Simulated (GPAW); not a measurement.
## Tl: relaxation of the atoms with PBEsol+D4

Slab: Tl, a slab with vacuum.

```xyz
4
Lattice="3.5621 0.0000 0.0000 -1.7811 3.0849 0.0000 0.0000 0.0000 23.2404" Properties=species:S:1:pos:R:3 pbc="T T T"
Tl    1.7811    1.0283    7.5000
Tl    0.0000    2.0566   10.2785
Tl    1.7811    1.0283   12.9619
Tl    0.0000    2.0566   15.7404
```

The cell isn't the ideal one: the (0 0 1) slab of Tl, cut from the database cell, not relaxed.

```json
{"Program": "GPAW 26.7.0", "Task": "relaxation of the atoms", "Functional": "PBEsol", "Dispersion": "D4", "Potentials or basis": "PAW data sets generated in the run's folder for this functional", "Cutoff": "450 eV", "Basis": "pw", "k mesh": "9 × 9 × 1", "Occupations": "fermi-dirac, width 0.05 eV", "Spin": "no spin polarisation", "Maxiter": "150", "Dipole layer": "yes", "Optimizer": "FIRE", "Fmax": "0.02 eV/Å", "Max steps": "60"}
```

```
Energy gained by relaxing       : 14.1 meV/atom
Ionic steps                     : 15
Band gap on the k mesh          : none (metal or under the smearing width)
Dispersion energy per atom      : -0.156 eV
Dipole across the slab          : 0.00 e·Å
Work function of the upper face : 3.64 eV
Work function of the lower face : 3.59 eV
```

Step by step:
| step | energy change (eV) | largest force (eV/Å) |
| --- | --- | --- |
| 1 | 0.0000 | 0.2681 |
| 2 | -0.0008 | 0.2688 |
| 3 | -0.0023 | 0.2693 |
| 4 | -0.0046 | 0.2697 |
| 5 | -0.0075 | 0.2689 |
| 6 | -0.0110 | 0.2686 |
| 7 | -0.0149 | 0.2685 |
| 8 | -0.0192 | 0.2685 |
| 9 | -0.0241 | 0.2684 |
| 10 | -0.0298 | 0.2680 |
| 11 | -0.0358 | 0.2675 |
| 12 | -0.0422 | 0.2659 |
| 13 | -0.0483 | 0.2636 |
| 14 | -0.0535 | 0.2605 |
| 15 | -0.0565 | 0.2569 |

Final structure:
```
Tl
1.0
     3.56210    0.00000    0.00000
    -1.78105    3.08487    0.00000
     0.00000    0.00000   23.24042
Tl
4
Direct
  0.66667 0.33333 0.32271
  0.33333 0.66667 0.44227
  0.66667 0.33333 0.55132
  0.33333 0.66667 0.66332
```

Levels at points of the mesh, in eV from the Fermi level:
```
           k point  band 24  band 25  band 26  band 27  band 28  band 29
(0.00, 0.00, 0.00)    -5.49    -1.81     0.51     2.68     3.71     3.79
```

Wall time 16 min on 1 thread of Intel(R) Xeon(R) Platinum 8259CL CPU @ 2.50GHz (Skylake/Cascade Lake), with other jobs on the host, peak memory 0.25 GiB.

Caveat: the cutoff is short for stress and forces, so pressures can be off by a GPa or more; later steps reuse the first step's grids. The run has no spin-orbit coupling, so splittings on Tl are missing.
